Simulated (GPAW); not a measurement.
# RuAu (Pm-3m) in GPAW: further runs

One crystal, RuAu, is run at these levels: SCAN, BLYP; tasks: band structure.

Everything below comes from runs of GPAW 26.7.0. Logs are shortened: lines on timing, memory, paths and dates and some standing lists are left out, and cuts for length are marked. The log counts tension as positive stress, the text compression.

## Step 1: The crystal as given

The structure is cubic, space group Pm-3m (No. 221). The conventional cell has a = 3.165 Å, b = 3.165 Å, c = 3.165 Å, α = 90.00°, β = 90.00°, γ = 90.00°. Around Ru (site symmetry m-3m) lie 8 Au at 2.74 Å. Around Au (site symmetry m-3m) lie 8 Ru at 2.74 Å.

The cell was built by a generator and needn't be a form met in nature.

## Step 2: Band structure, SCAN

Contents of run.py:

```python
from ase.dft.bandgap import bandgap
from ase.io import read, write
from ase.units import GPa
from gpaw import GPAW, PW

atoms = read('POSCAR')

calc = GPAW(mode=PW(600),
            xc='MGGA_X_SCAN+MGGA_C_SCAN',
            kpts={'size': (8, 8, 8), 'gamma': True},
            occupations={'name': 'fermi-dirac', 'width': 0.05},
            nbands=26,
            convergence={'density': 1e-05, 'energy': 1e-05},
            maxiter=150,
            txt='gpaw.txt')
atoms.calc = calc
energy = atoms.get_potential_energy()
forces = atoms.get_forces()
stress = atoms.get_stress()
calc.write('gs.gpw')
write('result.traj', atoms)
print(f'Energy: {energy:.6f} eV')
print('Forces (eV/A):')
print(forces.round(4))
print('Stress (GPa):', (stress / GPa).round(3))
print('Fermi level:', round(calc.get_fermi_level(), 4), 'eV')
print(f'Gap: {bandgap(calc)[0]:.4f} eV, direct: {bandgap(calc, direct=True)[0]:.4f} eV')

path = atoms.cell.bandpath('GXMGRX,MR', npoints=80, eps=1e-4)
bs_calc = calc.fixed_density(kpts=path, symmetry='off', nbands=38,
                             convergence={'bands': 'CBM+6.0', 'eigenstates': 1e-6}, txt='bands.txt')
bs = bs_calc.band_structure()
bs.write('bs.json')
print(f'Gap on the path: {bandgap(bs_calc)[0]:.4f} eV')
```

Contents of POSCAR:

```
RuAu
1.0
    3.1648100000      0.0000000000      0.0000000000
    0.0000000000      3.1648100000      0.0000000000
    0.0000000000      0.0000000000      3.1648100000
Ru Au
1 1
Direct
    0.0000000000      0.0000000000      0.0000000000
    0.5000000000      0.5000000000      0.5000000000
```

Potentials or basis: GPAW PAW data sets (gpaw-data 1.2.1), pw.

Started as:

```
$ OMP_NUM_THREADS=1 python run.py
```

gpaw.txt:

```text
__  _  _
 | _ |_)|_||  |
 |__||  | ||/\| - 26.7.0

Input parameters:
  mode=PW(ecut=600.0),
  convergence={'density': 1e-05, 'energy': 1e-05},
  kpts=MonkhorstPack(size=(8, 8, 8), gamma=True),
  maxiter=150,
  nbands=26,
  occupations=Occupations(name='fermi-dirac', width=0.05),
  xc=XC(name='MGGA_X_SCAN+MGGA_C_SCAN')

Diagonalizing LCAO Hamiltonian
Converting LCAO to pw mode
   .-------.
  /|       |
 * |       |
 | |  Au   |
 | .-------.
 |/       /
 Ru------*

Atoms  # Å, Bohr magnetons
|   | symbol |        x |        y |        z |    initial magnetic moments |
|---|--------|----------|----------|----------|-----------------------------|
| 0 |     Ru | 0.000000 | 0.000000 | 0.000000 | ( 0.0000,  0.0000,  0.0000) |
| 1 |     Au | 1.582405 | 1.582405 | 1.582405 | ( 0.0000,  0.0000,  0.0000) |

Unit cell  # Å
| periodic |        x |        y |        z |  lengths |    angles |
|----------|----------|----------|----------|----------|-----------|
|      yes | 3.164810 | 0.000000 | 0.000000 | 3.164810 | 90.000000 |
|      yes | 0.000000 | 3.164810 | 0.000000 | 3.164810 | 90.000000 |
|      yes | 0.000000 | 0.000000 | 3.164810 | 3.164810 | 90.000000 |

Number of symmetries: 48
Symmetry operations  # r_c * U_cc + t_c -> r_c
|    | kind |            matrix            |
|----|------|------------------------------|
|  0 |  E   |  1, 0, 0,  0, 1, 0,  0, 0, 1 |
|  1 |  σ   |  1, 0, 0,  0, 1, 0,  0, 0,-1 |
|  2 |  σ   |  1, 0, 0,  0, 0, 1,  0, 1, 0 |
|  3 |  C4  |  1, 0, 0,  0, 0, 1,  0,-1, 0 |
|  4 |  C4  |  1, 0, 0,  0, 0,-1,  0, 1, 0 |
|  5 |  σ   |  1, 0, 0,  0, 0,-1,  0,-1, 0 |
|  6 |  σ   |  1, 0, 0,  0,-1, 0,  0, 0, 1 |
|  7 |  C2  |  1, 0, 0,  0,-1, 0,  0, 0,-1 |
|  8 |  σ   |  0, 1, 0,  1, 0, 0,  0, 0, 1 |
|  9 |  C2  |  0, 1, 0,  1, 0, 0,  0, 0,-1 |
| 10 |  C3  |  0, 1, 0,  0, 0, 1,  1, 0, 0 |
| 11 |  S6  |  0, 1, 0,  0, 0, 1, -1, 0, 0 |
| 12 |  S6  |  0, 1, 0,  0, 0,-1,  1, 0, 0 |
| 13 |  C3  |  0, 1, 0,  0, 0,-1, -1, 0, 0 |
| 14 |  C4  |  0, 1, 0, -1, 0, 0,  0, 0, 1 |
| 15 |  S4  |  0, 1, 0, -1, 0, 0,  0, 0,-1 |
| 16 |  C3  |  0, 0, 1,  1, 0, 0,  0, 1, 0 |
| 17 |  S6  |  0, 0, 1,  1, 0, 0,  0,-1, 0 |
| 18 |  σ   |  0, 0, 1,  0, 1, 0,  1, 0, 0 |
| 19 |  C4  |  0, 0, 1,  0, 1, 0, -1, 0, 0 |
| 20 |  C2  |  0, 0, 1,  0,-1, 0,  1, 0, 0 |
| 21 |  S4  |  0, 0, 1,  0,-1, 0, -1, 0, 0 |
| 22 |  S6  |  0, 0, 1, -1, 0, 0,  0, 1, 0 |
| 23 |  C3  |  0, 0, 1, -1, 0, 0,  0,-1, 0 |
| 24 |  S6  |  0, 0,-1,  1, 0, 0,  0, 1, 0 |
| 25 |  C3  |  0, 0,-1,  1, 0, 0,  0,-1, 0 |
| 26 |  C4  |  0, 0,-1,  0, 1, 0,  1, 0, 0 |
| 27 |  σ   |  0, 0,-1,  0, 1, 0, -1, 0, 0 |
| 28 |  S4  |  0, 0,-1,  0,-1, 0,  1, 0, 0 |
| 29 |  C2  |  0, 0,-1,  0,-1, 0, -1, 0, 0 |
| 30 |  C3  |  0, 0,-1, -1, 0, 0,  0, 1, 0 |
| 31 |  S6  |  0, 0,-1, -1, 0, 0,  0,-1, 0 |
| 32 |  C4  |  0,-1, 0,  1, 0, 0,  0, 0, 1 |
| 33 |  S4  |  0,-1, 0,  1, 0, 0,  0, 0,-1 |
| 34 |  S6  |  0,-1, 0,  0, 0, 1,  1, 0, 0 |
| 35 |  C3  |  0,-1, 0,  0, 0, 1, -1, 0, 0 |
| 36 |  C3  |  0,-1, 0,  0, 0,-1,  1, 0, 0 |
| 37 |  S6  |  0,-1, 0,  0, 0,-1, -1, 0, 0 |
| 38 |  σ   |  0,-1, 0, -1, 0, 0,  0, 0, 1 |
| 39 |  C2  |  0,-1, 0, -1, 0, 0,  0, 0,-1 |
| 40 |  σ   | -1, 0, 0,  0, 1, 0,  0, 0, 1 |
| 41 |  C2  | -1, 0, 0,  0, 1, 0,  0, 0,-1 |
| 42 |  C2  | -1, 0, 0,  0, 0, 1,  0, 1, 0 |
| 43 |  S4  | -1, 0, 0,  0, 0, 1,  0,-1, 0 |
| 44 |  S4  | -1, 0, 0,  0, 0,-1,  0, 1, 0 |
| 45 |  C2  | -1, 0, 0,  0, 0,-1,  0,-1, 0 |
[... 71 lines left out ...]
    |    d |        |      22.008 |    1.254 |

    Using partial waves for Ru as LCAO basis

  Au:
    name:    Gold
    Z:       79.0
    valence: 11
    core:    68
    charge:  0.0  # [|e|]
    compensation charges:
      type: gauss
      rc: 0.42  # [Å]
      lmax: 2
    cutoffs:
      filter: 2.33  # [Å]
      core: 2.81  # [Å]
    projectors
    | kind |    occ | energy [eV] | rcut [Å] |
    |------|--------|-------------|----------|
    |   6s |  1.000 |      -5.728 |    1.323 |
    |   6p |  0.000 |      -0.775 |    1.323 |
    |   5d | 10.000 |      -6.891 |    1.323 |
    |    s |        |      21.484 |    1.323 |
    |    p |        |      26.436 |    1.323 |
    |    d |        |      20.321 |    1.323 |

    Using partial waves for Au as LCAO basis

Reference energy: -639843.396092  # eV

eigensolver:
  PPCG
  Converge bands: occupied
  niter=2

density mixing:
  MSR1-Mixer
  Pratt-step length: 0.05
  Maximum mixing coefficient: 0.75
  Old densities: 10
  SVD Regularization: 0.005
  Good broyden scale: 1.0
  Trust region scale: 1.0
  Backstep threshold: 4.0
  History deletion threshold: 6.0
  Fourier metric: weight=20.0, sigma=0.015

occupation numbers:
  Fermi-Dirac:
    width: 0.0500  # eV

poisson solver:
  ecut: 4800.0  # eV

xc functional:
  name: MGGA_X_SCAN+MGGA_C_SCAN with 2 nearest neighbor stencil

convergence criteria:
- Maximum integral of absolute [dens]ity change: 1e-05 electrons / valence electron
- Maximum [total energy] change in last 3 cyles: 1e-05 eV / valence electron
- Maximum integral of absolute [eigenst]ate change: 4e-08 eV^2 / valence electron
maximum number of iterations: 150

SCF iterations
|iter     | |      energy | eigst |  dens |
|---------|-|-------------|-------|-------|
|iter:   1| |  -77.559647 | +0.09 |       |
|iter:   2| |  -72.202148 | -1.46 | -1.04 |
|iter:   3| |  -71.736092 | -2.37 | -1.16 |
|iter:   4| |  -71.581176 | -2.36 | -1.39 |
|iter:   5| |  -71.581415 | -3.47 | -1.91 |
|iter:   6| |  -71.588701 | -3.57 | -2.10 |
|iter:   7| |  -71.595103 | -3.25 | -2.36 |
|iter:   8| |  -71.594985 | -5.39 | -3.15 |
|iter:   9| |  -71.594974c| -5.76 | -3.53 |
|iter:  10| |  -71.594972c| -7.27 | -4.22 |
|iter:  11| |  -71.594972c| -8.22c| -4.81 |
|iter:  12| |  -71.594972c| -8.05c| -5.17c|

Converged in 12 steps
Energy contributions relative to reference atoms: (reference = -639843.396092)

Energy contributions:
  Kinetic:         -18.193772
  Coulomb:          12.976647
  Zero:             -0.123397
  External:          0.000000
  Xc:              -66.241947
  Entropy:          -0.025007
  Spinorbit:         0.000000
  ----------------------------
  Free energy:     -71.607476
  Extrapolated:    -71.594972

dipole moment: (-10.980339, -10.980339, -10.980339)  # |e|*Ang

Fermi level: 10.706
Eigenvalues  # (at kpt = [0.000, 0.000, 0.000])
| band index |      eig [eV] | occ [0-2] |
|------------|---------------|-----------|
|          0 |       -64.176 |     2.000 |
|        ... |               |           |
|          4 |         1.302 |     2.000 |
|          5 |         3.801 |     2.000 |
|          6 |         3.801 |     2.000 |
|          7 |         6.219 |     2.000 |
|          8 |         6.219 |     2.000 |
|          9 |         6.219 |     2.000 |
[... 8 lines left out ...]
|         18 |        25.547 |     0.000 |
|         19 |        28.934 |     0.000 |
|        ... |               |           |
|         25 |        38.223 |     0.000 |

No gap
No difference between direct/indirect transitions

Forces  # eV/Ang
|        x |        y |        z |
|----------|----------|----------|
| -0.00000 | -0.00000 | -0.00000 |  # Ru   0
|  0.00000 |  0.00000 |  0.00000 |  # Au   1

Stress tensor  # eV/Ang^3
|         x |         y |        z |
|-----------|-----------|----------|
|  0.037376 | -0.000000 | 0.000000 |
| -0.000000 |  0.037376 | 0.000000 |
|  0.000000 |  0.000000 | 0.037376 |

# Writing to gs.gpw (mode='')
```

stdout:

```text
Energy: -71.594972 eV
Forces (eV/A):
[[-0. -0. -0.]
 [ 0.  0.  0.]]
Stress (GPa): [ 5.988  5.988  5.988  0.     0.    -0.   ]
Fermi level: 10.706 eV
Gap: 0.0000 eV, direct: 0.0000 eV
Gap on the path: 0.0000 eV
```

bands.txt:

```text
Diagonalizing LCAO Hamiltonian
Converting LCAO to pw mode
convergence criteria:
- Maximum integral of absolute [eigenst]ate change: 1e-06 eV^2 / valence electron
maximum number of iterations: 150

SCF iterations
|iter     | |      energy | eigst |  dens |
|---------|-|-------------|-------|-------|
[... 85 lines left out ...]
         [0.5       , 0.5       , 0.18181818],
         [0.5       , 0.5       , 0.22727273],
         [0.5       , 0.5       , 0.27272727],
         [0.5       , 0.5       , 0.31818182],
         [0.5       , 0.5       , 0.36363636],
         [0.5       , 0.5       , 0.40909091],
         [0.5       , 0.5       , 0.45454545],
         [0.5       , 0.5       , 0.5       ]])),
  maxiter=150,
  nbands=38,
  occupations=Occupations(name='fermi-dirac', width=0.05),
  symmetry=Symmetry(point_group=False, time_reversal=False),
  xc=XC(name='MGGA_X_SCAN+MGGA_C_SCAN')
```

It took 63 s on 1 thread of Intel Xeon 6975P-C (Granite Rapids), shared host; peak memory 0.44 GiB.

What came out:

```yaml
Free_energy: -71.6075 eV
Pressure: -6.0 GPa
Band_gap_along_the_path: none (metal or under the smearing width)
```

Levels at the corners of the path, in eV from the Fermi level:
```tsv
point	band 9	band 10	band 11	band 12	band 13	band 14	band 15	band 16	band 17
Γ	-4.49	-4.49	-1.29	-1.29	0.59	0.59	0.59	7.88	7.88
X	-4.59	-3.78	-2.95	-2.07	-1.74	-1.74	-0.48	1.40	14.96
M	-3.12	-2.59	-0.84	0.15	0.15	0.40	0.87	0.87	5.63
Γ	-4.49	-4.49	-1.29	-1.29	0.59	0.59	0.59	7.88	7.88
R	-3.67	-3.67	-3.07	-3.07	0.47	0.47	3.16	9.13	9.13
X	-4.59	-3.78	-2.95	-2.07	-1.74	-1.74	-0.48	1.40	14.96
M	-3.12	-2.59	-0.84	0.15	0.15	0.40	0.87	0.87	5.63
R	-3.67	-3.67	-3.07	-3.07	0.47	0.47	3.16	9.13	9.13
```

Caveat: with this Au data set, volumes or pressures lay over 1.5 % or 2 GPa off other programs in two to four cells of ten; the PAW data sets were made with another functional, which shifts forces and pressure a little; spin-orbit coupling is left out, which moves the levels of the heavy elements.

## Step 3: Band structure, BLYP

Edit run.py of step 2 so:

```diff
@@ -3,3 +3,5 @@
 from ase.units import GPa
-from gpaw import GPAW, PW
+from gpaw import GPAW, PW, setup_paths
+
+setup_paths.insert(0, '.')
 
@@ -8,3 +10,3 @@
 calc = GPAW(mode=PW(600),
-            xc='MGGA_X_SCAN+MGGA_C_SCAN',
+            xc='BLYP',
             kpts={'size': (8, 8, 8), 'gamma': True},
@@ -13,2 +15,3 @@
             convergence={'density': 1e-05, 'energy': 1e-05},
+            eigensolver='davidson',
             maxiter=150,
```

POSCAR is that of step 2.

Potentials or basis: PAW data sets generated in the run's folder for this functional, pw.

Started as:

```
$ gpaw-setup -f BLYP Au Ru
$ OMP_NUM_THREADS=1 python run.py
```

Wall time 25 s (1 thread of Intel Xeon 6975P-C (Granite Rapids), shared host); peak memory 0.24 GiB.

It converged, with:

* Free energy: -9.2915 eV
* Pressure: 14.0 GPa
* Band gap along the path: none (metal or under the smearing width)

Levels at the corners of the path, in eV from the Fermi level:
```
point  band 9  band 10  band 11  band 12  band 13  band 14  band 15  band 16  band 17
    Γ   -4.36    -4.36    -1.17    -1.17     0.52     0.52     0.52     7.85     7.85
    X   -4.37    -3.71    -2.76    -1.80    -1.64    -1.64    -0.46     1.41    14.49
    M   -2.88    -2.37    -0.80     0.42     0.45     0.45     0.78     0.78     5.54
    Γ   -4.36    -4.36    -1.17    -1.17     0.52     0.52     0.52     7.85     7.85
    R   -3.44    -3.44    -2.83    -2.83     0.49     0.49     3.27     8.87     9.02
    X   -4.37    -3.71    -2.76    -1.80    -1.64    -1.64    -0.46     1.41    14.49
    M   -2.88    -2.37    -0.80     0.42     0.45     0.45     0.78     0.78     5.54
    R   -3.44    -3.44    -2.83    -2.83     0.49     0.49     3.27     8.87     9.02
```

Caveat: with this Au data set, volumes or pressures lay over 1.5 % or 2 GPa off other programs in two to four cells of ten; spin-orbit coupling is left out, which moves the levels of the heavy elements.
